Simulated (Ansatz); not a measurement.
Below is the output of a Python script on Ansatz 0.2.0 through its Python package that makes harmonic frequencies at the relaxed geometry of ClFGeH2OSi, SMILES [F][GeH]1[O][SiH]1Cl. Write a script that gives it. Use (for the species named): CAM-B3LYP, def2-SVP basis, multiplicity 1.

```xyz
7

F    -2.3187   -0.1182    0.5136
Ge   -0.6841    0.0812    0.9631
O     0.2609   -1.1366    0.0500
Si    0.8902    0.2553   -0.7876
Cl   -0.0747    0.3101   -2.6941
H    -0.2853    0.0389    2.4602
H     2.2729    0.5012   -0.5508
```

`python freq_clfgeh2osi.py` gives:
```text
pair        before    after (A)
F0-Ge1       1.7070   1.7343
Ge1-O2       1.7916   1.8805
Ge1-Si3      2.3609   2.2680
Ge1-H5       1.5499   1.5296
O2-Si3       1.7421   1.6545
Si3-Cl4      2.1375   2.0427
Si3-H6       1.4242   1.4763
mode  1      90.0 1/cm    11.16 meV
mode  2     147.6 1/cm    18.29 meV
mode  3     195.8 1/cm    24.28 meV
mode  4     269.0 1/cm    33.35 meV
mode  5     368.0 1/cm    45.63 meV
mode  6     417.3 1/cm    51.74 meV
mode  7     582.0 1/cm    72.15 meV
mode  8     631.3 1/cm    78.28 meV
mode  9     713.1 1/cm    88.42 meV
mode 10     738.5 1/cm    91.56 meV
mode 11     766.8 1/cm    95.08 meV
mode 12     839.5 1/cm   104.08 meV
mode 13     947.5 1/cm   117.47 meV
mode 14    2189.2 1/cm   271.42 meV
mode 15    2303.9 1/cm   285.65 meV
imaginary modes: 0  zero-point energy: 0.6943 eV
H(298 K) - E = 0.9000 eV
S(298 K, 1 bar) = 351.4 J/(mol K) with symmetry number 1
```

One script that gives this output:

`freq_clfgeh2osi.py`
```python
# -*- coding: utf-8 -*-
'''Vibrations and zero-point energy of ClFGeH2OSi.'''

import itertools

import ansatz as az
from ase import Atoms
from ase.data import atomic_numbers, covalent_radii
from ase.thermochemistry import IdealGasThermo
import numpy as np

BASIS_SET = 'def2-SVP'
FUNCTIONAL = 'CAM-B3LYP'

atoms = Atoms(['F', 'Ge', 'O', 'Si', 'Cl', 'H', 'H'], positions=[
    [-2.3187, -0.1182, 0.5136],
    [-0.6841, 0.0812, 0.9631],
    [0.2609, -1.1366, 0.05],
    [0.8902, 0.2553, -0.7876],
    [-0.0747, 0.3101, -2.6941],
    [-0.2853, 0.0389, 2.4602],
    [2.2729, 0.5012, -0.5508],
])
geometry = az.Crystal.molecule_from_ase(atoms)

calculation = geometry.calculation().basis(gaussian=BASIS_SET).functional(FUNCTIONAL)
symbols = [site.symbol for site in geometry.cartesian_sites]
start = np.array([site.position_ang for site in geometry.cartesian_sites], dtype=float)
rep = calculation.relax(force_tolerance=0.003, max_steps=100).run(threads=1, backend='cpu').report
end = np.array(rep['positions_ang'])

# pairs closer than 1.2 times the sum of covalent radii, before or after
radius = [covalent_radii[atomic_numbers[s]] for s in symbols]
span = lambda where, i, j: np.linalg.norm(where[i] - where[j])
bonded = [(i, j) for i, j in itertools.combinations(range(len(symbols)), 2) if min(span(start, i, j), span(end, i, j)) < 1.2 * (radius[i] + radius[j])]
print('pair        before    after (A)')
for i, j in bonded:
    print(f'{symbols[i]}{i}-{symbols[j]}{j}'.ljust(10), f'{span(start, i, j):8.4f} {span(end, i, j):8.4f}')

# same settings at the minimum
minimum = az.Crystal.molecule()
for symbol, place in zip(symbols, end):
    minimum = minimum.atom(symbol, place.tolist())
vibrating = (
    minimum.calculation()
    .basis(gaussian=BASIS_SET)
    .functional(FUNCTIONAL)
    .phonons(temperatures=(200, 600, 100))
)
vib = vibrating.run(threads=1, backend='cpu').report['vibrations']
sums = vib['harmonic_sums']
modes = [m['omega_inv_cm'] for m in sums['modes_at_gamma'] if m['rigid_motion'] == 'no']
for number, w in enumerate(modes, start=1):
    print(f'mode {number:2d} {w:9.1f} 1/cm {w / 8065.544 * 1000:8.2f} meV')
print('imaginary modes:', sum(w < 0 for w in modes), ' zero-point energy:', round(sums['zero_point_energy_ev'], 4), 'eV')
# rigid rotor and ideal gas, symmetry number taken as one
gas = IdealGasThermo(vib_energies=[w / 8065.544 for w in modes if w > 0], geometry='linear' if len(modes) == 3 * len(symbols) - 5 else 'nonlinear',
                     atoms=Atoms(symbols, positions=end), symmetrynumber=1, spin=0.0)
print(f'H(298 K) - E = {gas.get_enthalpy(298.15, verbose=False):.4f} eV')
print(f'S(298 K, 1 bar) = {96485.33 * gas.get_entropy(298.15, 1e5, verbose=False):.1f} J/(mol K) with symmetry number 1')
```

The settings weren't tested for convergence. The frequencies are harmonic and unscaled, in a modest basis. The entropy takes a symmetry number of 1; a symmetric molecule's is lower by R ln(sigma). Run time: 3.6 min on 1 thread of Arm Neoverse V2, on a shared host, peak memory 0.43 GiB.
